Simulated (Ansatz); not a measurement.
# H6O3Sn: the cost of one run

Method: RKS PBE-D4/def2-SVP, in Ansatz 0.2.0.

## (1) The structure to begin with

Bond lengths: Sn1–O2 2.395 Å, Sn1–H3 1.715 Å, Sn1–H4 1.698 Å, Sn1–H5 1.685 Å, Sn1–O7 2.400 Å, O7–O8 1.414 Å, O2–H9 0.955 Å, O8–H10 0.965 Å. Angles: Sn1–O2–H9 115.5°, O2–Sn1–H3 87.0°, O2–Sn1–H4 110.3°, O2–Sn1–H5 110.9°, O2–Sn1–O7 61.1°, H3–Sn1–H4 108.5°, H3–Sn1–H5 110.3°, H3–Sn1–O7 148.0°, H4–Sn1–H5 123.7°, H4–Sn1–O7 83.9°, H5–Sn1–O7 84.1°, Sn1–O7–O8 113.9°, O7–O8–H10 102.4°.

As a file:

```xyz
10

Sn   -0.7922   -0.7802   -0.6600
O     1.5837   -0.5662   -0.4442
H    -0.4852   -1.9199   -1.9036
H    -1.4349   -1.6038    0.6790
H    -1.4665    0.6220   -1.3072
H     1.1279    0.2952    0.3784
O     0.0925    0.7084    1.0019
O    -0.0834    2.0774    0.6965
H     2.0101   -1.2370    0.0850
H    -0.5519    2.4042    1.4742
```

## (2) A restrained relaxation towards end A

Springs on the bonds that form and break draw the guess towards this end; the thresholds are loose.

File input.yaml:

```yaml
crystal:
  periodic: [false, false, false]
  atoms:
    - { symbol: Sn, position_ang: [-0.7922, -0.7802, -0.66] }
    - { symbol: O, position_ang: [1.5837, -0.5662, -0.4442] }
    - { symbol: H, position_ang: [-0.4852, -1.9199, -1.9036] }
    - { symbol: H, position_ang: [-1.4349, -1.6038, 0.679] }
    - { symbol: H, position_ang: [-1.4665, 0.622, -1.3072] }
    - { symbol: H, position_ang: [1.1279, 0.2952, 0.3784] }
    - { symbol: O, position_ang: [0.0925, 0.7084, 1.0019] }
    - { symbol: O, position_ang: [-0.0834, 2.0774, 0.6965] }
    - { symbol: H, position_ang: [2.0101, -1.237, 0.085] }
    - { symbol: H, position_ang: [-0.5519, 2.4042, 1.4742] }
basis:
  gaussian: { orbitals: def2-SVP }
hamiltonian:
  xc: pbe
  dispersion: d4
relax:
  f_tol: 0.15
  max_steps: 25
  restrain:
    - { distance: [0, 6], at: 3.35, k: 30.0 }
    - { distance: [5, 1], at: 2.27, k: 30.0 }
    - { distance: [0, 1], at: 2.05, k: 30.0 }
    - { distance: [5, 6], at: 0.97, k: 30.0 }
```

Launch:

```sh
$ ansatz run input.yaml --threads 2 --pin off --max-ram 3072MiB --backend cpu --events-out ev --progress --plain --runs-dir out
```

What time and memory should one allow on 2 threads of Arm Neoverse V1, shared host?

About 19 s, with a peak of 0.13 GiB.
